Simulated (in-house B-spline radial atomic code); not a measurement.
**Pr⁺: ionisation energy by several methods**

An exercise on one series of results from a longer session: the logs are not shown, and one member is left open.

Method: scalar-relativistic (X2C), several functionals, spin-polarised, exact exchange averaged over the configuration; spherical all-electron atom at the radial basis limit. Code: in-house B-spline radial atomic code version 1.

**The system**

* element: praseodymium (Z = 59)
* charge: +1
* electrons: 58
* configuration: [Xe] 4f3 6s1
* nucleus: Fermi, rms radius 4.892 fm

Outer shells as boxes (Hund's rule):

[Xe] 4f3 6s1
```
[Xe] core
4f [↑ ][↑ ][↑ ][  ][  ][  ][  ]
6s [↑ ]
```

Where spins are not typed, each open shell is filled with up spins first.

Set-up of the first run:

Settings, as recorded:

```ini
Z = 59
electrons = 58.0
configuration = [Xe] 4f3 6s1
hamiltonian = x2c
method = m062x
spin_polarised = True
nucleus = fermi
rms_radius = 4.8919
mass_number = 141
atomic_mass = 140.907659604
speed_of_light = 137.035999084
exact_exchange = averaged over the configuration
```

Started as:

```sh
python run_scf.py task.json out
```

task.json lists these runs, among others, and the program works through them in turn.

Steps of the session up to this table: M06-2X, a global hybrid; ωB97X, a range-separated hybrid; HSE06, a range-separated hybrid; PBE0, a global hybrid; TPSSh, a global hybrid; B97-1, a global hybrid.

One of the session's tables, all rows but one given; the rest of the session is left out.

| method | ΔSCF (eV) |
| --- | --- |
| M06-2X | 10.575 |
| PBE0 | 10.665 |
| TPSSh | 10.498 |
| B97-1 | 10.419 |
| ωB97X | ? |
| HSE06 | 10.698 |

Q: Estimate the row for ωB97X from the others.

The run gave: ΔSCF (eV): 10.216. In the column «ΔSCF (eV)» it is the lowest.
